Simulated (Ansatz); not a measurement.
**C₂H₈InN: a ladder of functionals and wavefunction methods**

One table from this session's results is given with a row withheld; the runs are named, their logs left out.

Method: functionals in def2-TZVPP, the program's frozen cores in correlated methods; program: Ansatz 0.2.0, Gaussian basis.

Plan: LDA (SPW92), PBE-D4, revPBE-D4, BLYP-D4, r2SCAN-D4, B97M-V, PBE0-D4, B3LYP-D4, r2SCANh-D4, r2SCAN0-D4, HSE06-D4, BHLYP-D4, CAM-B3LYP-D4, LC-ωPBE, ωB97X-V, ωB97M-V, B2PLYP, PBE-QIDH; CCSD(T)/def2-SVP; CCSD(T)/def2-TZVPP; MP2/def2-QZVPP; extrapolation to the limit; RPA on PBE.

## The geometry

All runs share one geometry, relaxed beforehand with PBE0-D4 in a triple-zeta def2 set. In takes the def2 core potential; no spin-orbit term is included.

SMILES `C[N](C)[InH2]`, 12 atoms, charge 0, spin multiplicity 1.

Atoms are counted from 1 here; the program's logs count them from 0.

Bond lengths: C1–N2 1.438 Å, C1–H5 1.093 Å, C1–H6 1.102 Å, C1–H7 1.102 Å, N2–C3 1.438 Å, N2–In4 2.019 Å, C3–H8 1.102 Å, C3–H9 1.093 Å, C3–H10 1.102 Å, In4–H11 1.712 Å, In4–H12 1.712 Å. Angles: N2–C1–H5 111.1°, N2–C1–H6 111.8°, N2–C1–H7 111.8°, H5–C1–H6 107.6°, H5–C1–H7 107.6°, H6–C1–H7 106.7°, C1–N2–C3 112.4°, C1–N2–In4 123.8°, C3–N2–In4 123.8°, N2–C3–H8 111.8°, N2–C3–H9 111.1°, N2–C3–H10 111.8°, H8–C3–H9 107.6°, H8–C3–H10 106.7°, H9–C3–H10 107.6°, N2–In4–H11 113.9°, N2–In4–H12 113.9°, H11–In4–H12 132.2°.

The first run:

File in.yaml:

```yaml
crystal:
  periodic: [false, false, false]
  atoms:
    - {symbol: C, position_ang: [-0.271680, 1.356614, -0.333909]}
    - {symbol: N, position_ang: [-0.010660, -0.020695, -0.013299]}
    - {symbol: C, position_ang: [0.923097, -0.163466, 1.070918]}
    - {symbol: In, position_ang: [-0.861846, -1.578336, -0.975189]}
    - {symbol: H, position_ang: [-0.981906, 1.440290, -1.159916]}
    - {symbol: H, position_ang: [-0.692748, 1.903416, 0.524749]}
    - {symbol: H, position_ang: [0.646833, 1.888541, -0.628698]}
    - {symbol: H, position_ang: [0.555571, 0.315136, 1.992570]}
    - {symbol: H, position_ang: [1.106639, -1.216795, 1.295678]}
    - {symbol: H, position_ang: [1.893994, 0.301836, 0.837766]}
    - {symbol: H, position_ang: [-1.936463, -1.118404, -2.225398]}
    - {symbol: H, position_ang: [-0.370831, -3.108127, -0.385271]}
basis:
  gaussian: {orbitals: def2-TZVPP}
hamiltonian: {xc: lda}
output: {orbitals: {seedname: orbitals}}
```

Among the steps run: LDA; PBE-D4 (GGA); revPBE-D4 (GGA); BLYP-D4 (GGA); r2SCAN-D4 (meta-GGA); B97M-V (meta-GGA); PBE0-D4 (hybrid); B3LYP-D4 (hybrid); r2SCANh-D4 (hybrid); r2SCAN0-D4 (hybrid); HSE06-D4 (hybrid); BHLYP-D4 (hybrid); CAM-B3LYP-D4 (range-separated); LC-ωPBE (range-separated); ωB97X-V (range-separated); ωB97M-V (range-separated); B2PLYP (double hybrid); PBE-QIDH (double hybrid).

One of the session's tables, all rows but one given; the rest of the session is left out.

It belongs to the step «Frontier levels by functional». 

```
  functional  HOMO (eV)  LUMO (eV)  gap (eV)
 LDA (SPW92)      -5.00      -2.08      2.91
      PBE-D4      -4.83      -1.87      2.96
   revPBE-D4      -4.76      -1.78      2.99
     BLYP-D4      -4.75      -1.83      2.91
   r2SCAN-D4      -4.99      -1.62      3.38
      B97M-V      -5.13      -1.92      3.21
     PBE0-D4      -5.94      -1.21      4.74
    B3LYP-D4      -5.79      -1.46      4.32
  r2SCANh-D4      -5.42      -1.38      4.04
  r2SCAN0-D4      -6.08      -1.05      5.03
    HSE06-D4      -5.55      -1.56      3.99
    BHLYP-D4      -7.06      -0.62      6.44
CAM-B3LYP-D4      -7.28      -0.45      6.83
     LC-ωPBE      -8.54       0.58      9.12
     ωB97X-V          ?          ?         ?
     ωB97M-V      -8.18       0.15      8.33
```

Q: Estimate the row for ωB97X-V from the others.

The run gave: HOMO (eV): -8.24; LUMO (eV): 0.46; gap (eV): 8.70. In the column «HOMO (eV)» it lies between LC-ωPBE (-8.54) and ωB97M-V (-8.18).
